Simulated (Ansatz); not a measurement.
# PC3: the cost of one run

Method: DFT PBE, scalar-relativistic, plane waves, PAW, in Ansatz 0.2.0.

**1. The system as given**

Symmetry: P4/mmm, No. 123, tetragonal system. Conventional cell: a = 4.486 Å, b = 4.486 Å, c = 3.874 Å, α = 90.00°, β = 90.00°, γ = 90.00°. P (site symmetry 4/mmm) has 12 C at 2.96 to 3.17 Å in its first shell of neighbours. C (site symmetry mmm) has 4 P at 2.96 Å and 8 C at 2.96 to 3.17 Å in its first shell of neighbours. Around C (site symmetry 4/mmm) lie 8 C at 2.96 Å and 4 P at 3.17 Å.

As a file:

```cif
data_structure
_symmetry_space_group_name_H-M 'P4/mmm'
_symmetry_Int_Tables_number 123
_cell_length_a 4.4862
_cell_length_b 4.4862
_cell_length_c 3.8740
_cell_angle_alpha 90.000
_cell_angle_beta 90.000
_cell_angle_gamma 90.000
_cell_volume 77.97
loop_
_atom_site_label
_atom_site_type_symbol
_atom_site_symmetry_multiplicity
_atom_site_Wyckoff_symbol
_atom_site_fract_x
_atom_site_fract_y
_atom_site_fract_z
_atom_site_occupancy
P1 P 1 b 0.00000 0.00000 0.50000 1
C1 C 2 f 0.00000 0.50000 0.00000 1
C2 C 1 d 0.50000 0.50000 0.50000 1
```

Recipe of the guess: species swapped into a database cell of YMg3 (P4/mmm, No. 123), with P on the Y sites and C on the Mg sites. The dimensions are guesses.

**2. Probe: one point on a coarse mesh**

Input file input.yaml:

```yaml
crystal:
  lattice:
    - [4.48615283, 0.0, 0.0]
    - [0.0, 4.48615283, 0.0]
    - [0.0, 0.0, 3.87400327]
  atoms:
    - { symbol: P, position: [0.0, 0.0, 0.5] }
    - { symbol: C, position: [0.0, 0.5, 0.0] }
    - { symbol: C, position: [0.5, 0.0, 0.0] }
    - { symbol: C, position: [0.5, 0.5, 0.5] }
basis:
  ecutwfc: 420
kpoints:
  mp_grid: { grid: [4, 4, 4] }
hamiltonian:
  xc: pbe
scf:
  occupations: { method: gaussian, width: 0.1 }
  lower_state_search: "off"
output:
  forces: true
  stress: true
  eigenvalues: true
```

Started as:

```console
ansatz run input.yaml --threads 1 --pin off --max-ram 2560MiB --backend cpu --events-out ev --progress --plain --runs-dir out
```

What time and memory should one allow on 1 thread of Intel Xeon at 2.50GHz (Skylake/Cascade Lake), shared host?

About 2.8 s, with a peak of 0.32 GiB.
